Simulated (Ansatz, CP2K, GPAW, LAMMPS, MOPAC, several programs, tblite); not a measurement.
## What each method gives for KBr (Fm-3m)

KBr (started from an entry of an open crystallographic database), relaxed with r2SCAN in Ansatz, was computed with several methods. It is cubic, Fm-3m (No. 225); conventional cell a = 6.605 Å, 36.02 Å³ an atom. K is surrounded by 6 Br at 3.30 Å; Br is surrounded by 6 K at 3.30 Å. (Simulation; spin polarisation is off.)

```
CELL_PARAMETERS angstrom
0.00000 3.30244 3.30244
3.30244 0.00000 3.30244
3.30244 3.30244 0.00000
ATOMIC_POSITIONS crystal
K 0.00000 0.00000 0.00000
Br 0.50000 0.50000 0.50000
```

Gaps and times are for a single point on this cell; volume and bulk modulus come from each method's own relaxation or energy curve at fixed shape. Times are rough, from shared hosts (Arm Neoverse V1), and each method has its own mesh and cell size. GFN1-xTB (tblite): levels, charges or heat of formation failed a check of plausibility, so no values are given. PM6 (MOPAC), PM7 (MOPAC), GFN1-xTB (tblite), GFN2-xTB (tblite) treat a cluster of cells at its zone centre, which samples few k points: where these miss a band edge, the gap comes out too large for that reason alone. Gaps from k meshes are read at a limited set of points (mesh, symmetry points, PBE's band edges), so each method's own least gap may be somewhat smaller. Force fields have no electrons; where one was fitted to this phase, its volume and modulus reflect the fit. xTB and the PM methods were fitted mostly to molecules, and can miss a solid's gap by electronvolts. Minimal bases can be far off for gaps. GLLB-SC's gap includes the derivative discontinuity. d marks a direct gap, i an indirect one (no mark: not told apart), a dash a value that wasn't computed or didn't pass its checks.

| method | kind | gap (eV) | own volume (Å³/atom) | bulk modulus (GPa) | atoms computed | processor time |
| --- | --- | --- | --- | --- | --- | --- |
| ffield.eim (LAMMPS) | force field | – | – | – | 2 | 0.13 s |
| light PBE (260 eV, its own mesh) | light plane-wave | 4.46 d | – | – | 2 | 0.68 s |
| PBE | semilocal | 4.43 d | 37.61 | 13 | 2 | 1.5 s |
| GFN1-xTB (tblite) | tight binding | – | – | – | 64 | 2.9 s |
| PM7 (MOPAC) | semi-empirical | 11.73 | – | – | 64 | 4.2 s |
| r2SCAN | semilocal | 5.07 d | 36.02 | 16 | 2 | 4.2 s |
| PM6 (MOPAC) | semi-empirical | 9.10 | – | – | 64 | 4.7 s |
| GFN2-xTB (tblite) | tight binding | 5.95 | – | – | 64 | 4.8 s |
| PBE/SZV (CP2K) | small basis | 3.50 d | 38.94 | 16 | 2 | 8.7 s |
| PBE/single zeta (GPAW) | small basis | 4.10 d | – | – | 2 | 11 s |
| GLLB-SC (GPAW) | model potential | 8.49 | – | – | 2 | 12 s |
| PBE/DZVP (CP2K) | small basis | 4.51 d | 38.10 | 14 | 2 | 19 s |

Against r2SCAN (5.07 eV) the nearest gap at the points sampled is that of PBE/DZVP (CP2K) (-0.56 eV) and the farthest that of PM7 (MOPAC) (+6.66 eV). r2SCAN is only a yardstick of convenience: semilocal gaps usually lie below measured ones, which GLLB-SC and hybrids aim to mend.

Volumes against r2SCAN's: PBE +4.4 %, PBE/SZV (CP2K) +8.1 %, PBE/DZVP (CP2K) +5.8 %.

The runs are scalar-relativistic, without spin-orbit coupling.
